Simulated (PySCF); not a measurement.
# C4H2AlF: excited states, first hyperpolarisability

Aim: compute the excited states, first hyperpolarisability of C4H2AlF (`C#CC#[C][AlH][F]`).

Computed with PySCF 2.14.0 and routines of our own; the level stands in each step. Atoms count from 0.

## 1. The system as given

8 atoms, charge 0, multiplicity 1; geometry from: GFN2-xTB.

## 2. Excited states: TDA LC-wPBE/aug-cc-pVDZ

Job settings and geometry (Å):

```
{"job": {"kind": "states", "xc": "LC-wPBE", "basis": "aug-cc-pVDZ", "tda": true, "soc": true, "nstates": 6, "ntriplets": 4, "nquad": 4}, "charge": 0, "multiplicity": 1}
C      3.140744    -0.167522     0.804311
C      1.947110    -0.105709     0.643089
C      0.603705    -0.039712     0.457746
C     -0.607241     0.010797     0.290858
Al    -2.518033     0.107758     0.035117
F     -3.309929     1.533476    -0.187884
H      4.178609    -0.218398     0.946529
H     -3.425908    -1.111278     0.020504
```

With the program's defaults for keys left out, this is: TDA LC-wPBE/aug-cc-pVDZ excited states, vertical, gas phase, spin-orbit mean-field couplings.

Run with:

```sh
$ OMP_NUM_THREADS=1 python excited_run.py task.json out
```

The driver reads the jobs from task.json and runs them one after another.

What it wrote:

```text
coarse grid: 8296 points
cycle   1  E = -495.4920936430  dE =  7.544e-01  |g| = 6.198e-01  |ddm| = 4.271e+01
cycle   2  E = -495.5016416585  dE = -9.548e-03  |g| = 7.034e-01  |ddm| = 7.805e+00
cycle   3  E = -495.5775827776  dE = -7.594e-02  |g| = 4.623e-02  |ddm| = 1.316e+00
cycle   4  E = -495.5784665590  dE = -8.838e-04  |g| = 1.584e-02  |ddm| = 7.052e-01
cycle   5  E = -495.5785470956  dE = -8.054e-05  |g| = 9.169e-03  |ddm| = 3.297e-01
cycle   6  E = -495.5785694994  dE = -2.240e-05  |g| = 2.466e-03  |ddm| = 5.247e-02
cycle   7  E = -495.5785718692  dE = -2.370e-06  |g| = 8.424e-04  |ddm| = 5.204e-02
final grid: 79072 points
cycle   8  E = -495.5938447534  dE = -3.463e-05  |g| = 7.088e-03  |ddm| = 7.097e-01
cycle   9  E = -495.5938444770  dE =  2.765e-07  |g| = 7.998e-03  |ddm| = 1.268e-01
cycle  10  E = -495.5938537863  dE = -9.309e-06  |g| = 3.950e-04  |ddm| = 1.556e-02
cycle  11  E = -495.5938538316  dE = -4.523e-08  |g| = 2.323e-04  |ddm| = 5.191e-03
cycle  12  E = -495.5938538646  dE = -3.302e-08  |g| = 1.331e-04  |ddm| = 1.603e-03
cycle  13  E = -495.5938538714  dE = -6.780e-09  |g| = 3.375e-05  |ddm| = 1.399e-03
cycle  14  E = -495.5938538738  dE = -2.428e-09  |g| = 2.143e-05  |ddm| = 3.480e-04
cycle  15  E = -495.5938537885  dE =  8.529e-08  |g| = 9.086e-06  |ddm| = 1.441e-04
cycle  16  E = -495.5938537886  dE = -1.155e-10  |g| = 2.511e-06  |ddm| = 1.315e-04
converged SCF energy = -495.5938537886

Singlet excitations
state   eV       nm        f     d(h-e)  d(exc)  Lambda  PR(NTO)  |dmu|/D   mu/D   main configurations
  1   4.3451   285.3   0.00007   0.407   2.832   0.369   1.168    1.783    3.596   H->L 0.71, H->L+4 0.11
  2   4.6871   264.5   0.00725   0.324   2.818   0.593   2.055    1.392    3.228   H-1->L 0.43, H->L+1 0.33
  3   4.8164   257.4   0.00005   0.142   2.735   0.398   1.171    0.625    2.532   H-1->L+1 0.71, H-1->L+6 0.12
  4   6.7165   184.6   0.00877   0.326   2.681   0.362   2.136    1.439    3.370   H-2->L 0.30, H-3->L 0.22, H->L+7 0.18
  5   6.9378   178.7   0.01586   0.448   2.704   0.386   1.569                     H-2->L 0.52, H-3->L 0.19
  6   7.0392   176.1   0.46905   1.344   3.177   0.556   2.486                     H-1->L 0.25, H-4->L 0.16, H-1->L+7 0.14

Triplet excitations (Tamm-Dancoff)
state   eV     d(h-e)  d(exc)  Lambda  PR(NTO)   main configurations
  1   3.4727   0.168   2.599   0.572   1.910   H-1->L 0.47, H->L+1 0.20, H-1->L+4 0.09
  2   3.8509   0.247   2.686   0.370   1.653   H->L 0.54, H-1->L+1 0.16, H->L+4 0.10
  3   3.9188   0.147   2.626   0.588   1.878   H->L+1 0.49, H-1->L 0.21, H->L+6 0.09
  4   4.5221   0.180   2.725   0.391   1.633   H-1->L+1 0.56, H->L 0.18, H-1->L+6 0.10
S1 - T1 = 0.8724 eV

Spin-orbit couplings |<S|Hso|T>| (cm-1)
             T1       T2       T3       T4
S0        0.037    2.379    0.238    1.689
S1        2.978    0.009   14.116    0.008
S2        0.007   26.797    0.004    7.909
S3        4.881    0.004   23.378    0.004
S4        1.960    0.738    2.914    0.686
S5        1.993    1.356    1.144    1.126
S6        0.048    1.524    0.068    2.735
T1 sublevels (cm-1): 0.000 0.000 0.098   radiative rates (1/s): 0.0204 9.68e-05 0.0079
```

Run time: 19 s. Hardware: 1 thread of Intel Xeon 6975P-C, shared host; peak memory 0.6 GiB.

In short:

```csv
quantity,value
S1 less T1,0.87 eV
```

The fields below are evaluated on a grid from the run's orbitals.

Frontier orbitals at LC-wPBE/aug-cc-pVDZ, with the share of their density that lies nearest to each atom:

```csv
orbital,energy (eV),lies on
HOMO,-10.34,"C0, C3 about 30 % each; C1, C2 about 17 % each"
LUMO,-0.15,Al4 31 %; C3 18 %; C2 14 %
```

ELF in a plane through or near 8 of the atoms.

Ten even steps from '0' (0.00) to '9' (1.00):
```
0000000000000000000000000000
0000000000000000000000000000
0000000000000000000000000000
0000000000000000000232000000
0000000000000000001465200000
0000000121000111003688510000
0000002454202444103737620000
0000465677435766622758620000
0002998588685876950166300000
0005999354294343938801000000
0004999344394335937601000000
0002998688675776942279610000
0000455677435766624899960000
0000002454102454108999970000
0000000121000121008999950000
0000000000000000005999710000
0000000000000000002798200000
0000000000000000000010000000
0000000000000000000000000000
0000000000000000000000000000
```
The map spans 13.6 Å across and 7.9 Å up, centred on the molecule. Atoms in the plane (x, y in Å): C0 (-3.2, 0.0), C1 (-2.0, 0.0), C2 (-0.6, 0.0), C3 (0.6, 0.0), Al4 (2.5, 0.0), F5 (3.4, 1.3), H6 (-4.2, 0.0), H7 (3.4, -1.3).

On the surface of density 0.002 e/bohr³ the electrostatic potential runs, from the 1st to the 99th percentile, from -1.14 V near F5 to 3.91 V near Al4.

## 3. First hyperpolarisability: quadratic response PBE0/aug-cc-pVDZ

Settings changed since step 2:

```diff
@@ -1,2 +1,2 @@
-{"job": {"kind": "states", "xc": "LC-wPBE", "basis": "aug-cc-pVDZ", "tda": true, "soc": true, "nstates": 6, "ntriplets": 4, "nquad": 4}, "charge": 0, "multiplicity": 1}
+{"job": {"kind": "beta", "xc": "PBE0", "basis": "aug-cc-pVDZ", "wavelengths": [1550, 1064, 694.3]}, "charge": 0, "multiplicity": 1}
 C      3.140744    -0.167522     0.804311
```

Method: quadratic response PBE0/aug-cc-pVDZ first hyperpolarisability, Taylor convention, gas phase.

What it wrote:

```text
coarse grid: 8296 points
cycle   1  E = -495.3775171913  dE =  6.916e-01  |g| = 6.296e-01  |ddm| = 4.507e+01
cycle   2  E = -495.2725856152  dE =  1.049e-01  |g| = 1.028e+00  |ddm| = 7.146e+00
cycle   3  E = -495.4559074355  dE = -1.833e-01  |g| = 1.000e-01  |ddm| = 2.575e+00
cycle   4  E = -495.4580974954  dE = -2.190e-03  |g| = 4.120e-02  |ddm| = 9.012e-01
cycle   5  E = -495.4583342892  dE = -2.368e-04  |g| = 3.199e-02  |ddm| = 3.630e-01
cycle   6  E = -495.4586280707  dE = -2.938e-04  |g| = 2.148e-03  |ddm| = 1.107e-01
cycle   7  E = -495.4586289915  dE = -9.208e-07  |g| = 1.429e-03  |ddm| = 3.980e-02
final grid: 79072 points
cycle   8  E = -495.4714542547  dE = -1.889e-05  |g| = 4.653e-03  |ddm| = 6.090e-01
cycle   9  E = -495.4714471822  dE =  7.073e-06  |g| = 7.302e-03  |ddm| = 1.660e-01
cycle  10  E = -495.4714590613  dE = -1.188e-05  |g| = 1.953e-03  |ddm| = 5.345e-02
cycle  11  E = -495.4714601368  dE = -1.075e-06  |g| = 2.945e-04  |ddm| = 8.847e-03
cycle  12  E = -495.4714601528  dE = -1.600e-08  |g| = 1.342e-04  |ddm| = 1.318e-03
cycle  13  E = -495.4714601561  dE = -3.271e-09  |g| = 5.264e-05  |ddm| = 4.920e-04
cycle  14  E = -495.4714601568  dE = -7.461e-10  |g| = 1.824e-05  |ddm| = 4.969e-04
converged SCF energy = -495.4714601568

Lowest singlets (eV, f): 4.0463 0.0001  4.4055 0.0197  4.6273 0.0001

First hyperpolarisability (au)
process     nm      |vector|   parallel      HRS      DR
static         -      565.87     255.98     221.71   6.172
shg       1550.0      649.34     297.39     255.24    6.02
eope      1550.0      591.71     268.79          -       -
shg       1064.0      769.18     356.98     303.53   5.848
eope      1064.0      622.98      284.3          -       -
shg        694.3     1340.91      642.5      535.4    5.39
eope       694.3      715.71     330.37          -       -
```

It took 11 s on 1 thread of Intel Xeon 6975P-C, shared host; peak memory 0.56 GiB.

## 4. Summary of results

```
                                                                  quantity                                                                   value
                              S1 less T1 (step 2, TDA LC-wPBE/aug-cc-pVDZ)                                                                 0.87 eV
potential on the surface of density 0.002 e/bohr³, 1st and 99th percentile                                                      -1.14 V and 3.91 V
                    β vector (step 3, quadratic response PBE0/aug-cc-pVDZ)  static 566, SHG 1550.0 nm 649, SHG 1064.0 nm 769, SHG 694.3 nm 1341 au
```

**Reading.** In step 2, the number of triplets below S1 is 3, and the largest singlet-triplet spin-orbit coupling is S2–T2, 26.80 cm⁻¹. β grows from 566 au (static) to 1341 au for doubling at 694.3 nm: normal dispersion, which grows as twice the photon energy moves toward the bright states. The geometry comes from tight binding, which is rough for metal atoms, and these values hang on it.
